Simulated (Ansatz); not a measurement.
**GeHCl3 (SMILES [Cl][GeH]([Cl])[Cl]): SVWN5/cc-pVDZ**

Aim: the electronic atomisation energy of GeHCl3 at SVWN5/cc-pVDZ, from 4 runs. 

The calculation is run with Ansatz 0.2.0.

61 further runs of the same task are left out: 12 that didn't finish, 49 set aside as unsound or not needed. Runs told in other sessions of the task aren't counted.

## (1) Starting point

GeHCl3: 5 atoms, total charge 0, spin state singlet. As SMILES, `[Cl][GeH]([Cl])[Cl]`. Geometry: relaxed at PBE0-D4/def2-TZVP.

Bond lengths: Cl1–Ge2 2.126 Å, Ge2–Cl3 2.126 Å, Ge2–Cl4 2.126 Å, Ge2–H5 1.525 Å. Angles: Cl1–Ge2–Cl3 108.5°, Cl1–Ge2–Cl4 108.5°, Cl3–Ge2–Cl4 108.5°, Cl1–Ge2–H5 110.4°, Cl3–Ge2–H5 110.5°, Cl4–Ge2–H5 110.5°.

## (2) A single-point energy at SVWN5/cc-pVDZ

Input file run.yaml:

```yaml
crystal:
  periodic: [false, false, false]
  atoms:
    - {symbol: Cl, position_ang: [-1.177700, -0.012800, 1.700700]}
    - {symbol: Ge, position_ang: [0.102400, 0.090600, 0.006200]}
    - {symbol: Cl, position_ang: [1.117900, -1.767600, -0.185300]}
    - {symbol: Cl, position_ang: [-1.095100, 0.385600, -1.725800]}
    - {symbol: H, position_ang: [1.102600, 1.230700, 0.163000]}
basis:
  gaussian:
    orbitals: cc-pVDZ
hamiltonian:
  xc: {name: SVWN5}
accuracy: high
output:
  orbitals: {seedname: orbitals}
```

The run is started by

```
ansatz run run.yaml --threads 1 --pin off --max-ram 3480MiB --events-out events.jsonl --progress --plain --runs-dir runs
```

What it wrote:

```text
Warning: RAYON_NUM_THREADS=1 ignored (pool sized by the plan → 1); use --threads N
Functional definition: SVWN5
  name "SVWN5"
  exchange = slater_x
  correlation = vwn5_c
1925 factors; integrals over basis functions are off by at most 4.6e-9 eV
mean field evaluation 1: about -93897.6740 eV, gradient 1.9e1 eV
mean field evaluation 2: about -93897.0310 eV, gradient 2.5e1 eV
mean field evaluation 4: about -93898.5653 eV, gradient 7.3e-1 eV
mean field evaluation 8: about -93898.5656 eV, gradient 7.2e-3 eV
mean field evaluation 16: about -93898.5656 eV, gradient 9.5e-8 eV
mean field -93898.56563476 eV, -3450.7086403435 hartree, gradient 9.5e-8 eV, S^2 0.000000; 0 other end points of the search recorded, 0 dependent functions left out
reference -93898.56563755 eV, -3450.7086404462 hartree; 42, 42 occupied and 44, 44 virtual orbitals, 1925 factors
Total energy: -93898.56563755 eV, -3450.7086404462 hartree
```

Run time: 9.9 s. Hardware: 1 thread of Arm Neoverse N1, shared host; peak memory 0.22 GiB.

## (3) The Cl atom

Input file molecule.yaml:

```yaml
basis:
  gaussian:
    orbitals: cc-pVDZ
crystal:
  periodic: [false, false, false]
  atoms:
    - {symbol: Cl, position_ang: [0.000000, 0.000000, 0.000000]}
magnetization:
  spin_polarized: true
  initial_magnetization: 1
hamiltonian:
  xc: {name: SVWN5}
accuracy: high
```

Run the same way, it converges to -458.63842 Eh (log not shown).

## (4) The Ge atom, same level

Input file molecule.yaml:

```yaml
crystal:
  periodic: [false, false, false]
  atoms:
    - {symbol: Ge, position_ang: [0.000000, 0.000000, 0.000000]}
basis:
  gaussian: {orbitals: cc-pVDZ}
accuracy: high
magnetization: {spin_polarized: true, initial_magnetization: 2}
hamiltonian: {xc: {name: SVWN5}}
```

Run the same way, it converges to -2073.72750 Eh (log not shown).

## (5) The H atom at the same level

Input file input.yaml:

```yaml
crystal:
  periodic: [false, false, false]
  atoms:
    - {symbol: H, position_ang: [0.000000, 0.000000, 0.000000]}
basis:
  gaussian:
    orbitals: cc-pVDZ
hamiltonian:
  xc: {name: SVWN5}
accuracy: high
magnetization:
  spin_polarized: true
  initial_magnetization: 1
```

The run is started by

```
ansatz run input.yaml --threads 1 --pin off --max-ram 3480MiB --events-out events.jsonl --progress --plain --runs-dir runs
```

What it wrote:

```text
Warning: RAYON_NUM_THREADS=1 ignored (pool sized by the plan → 1); use --threads N
Functional definition: SVWN5
  name "SVWN5"
  exchange = slater_x
  correlation = vwn5_c
15 factors; integrals over basis functions are off by at most 4.6e-8 eV
mean field evaluation 1: about -12.9914 eV, gradient 3.1e-1 eV
mean field evaluation 2: about -12.9913 eV, gradient 3.1e-1 eV
mean field evaluation 4: about -12.9925 eV, gradient 1.4e-5 eV
mean field evaluation 8: about -12.9925 eV, gradient 3.2e-8 eV
mean field -12.99253359 eV, -0.4774668029 hartree, gradient 3.2e-8 eV, S^2 0.750000; 0 other end points of the search recorded, 0 dependent functions left out
reference -12.99253504 eV, -0.4774668559 hartree; 1, 0 occupied and 4, 5 virtual orbitals, 15 factors
Total energy: -12.99253504 eV, -0.4774668559 hartree
```

Run time: 0.12 s. Hardware: 1 thread of Arm Neoverse N1, shared host.

## (6) Results

At SVWN5/cc-pVDZ:

| quantity | value |
| --- | --- |
| molecule: total energy | -3450.70864 Eh |
| molecule: HOMO energy | -7.93 eV |
| molecule: LUMO energy | -2.54 eV |
| molecule: HOMO–LUMO gap | 5.39 eV |
| Cl atom: total energy | -458.63842 Eh |
| Cl atom: ⟨S²⟩ | 0.751 |
| Ge atom: total energy | -2073.72750 Eh |
| Ge atom: ⟨S²⟩ | 2.001 |
| H atom: total energy | -0.47747 Eh |
| H atom: ⟨S²⟩ | 0.750 |
| electronic atomisation energy | 16.012 eV |

Taking the molecule apart into free atoms costs 16.01 eV (1545 kJ/mol), before zero-point energy and without spin-orbit coupling.
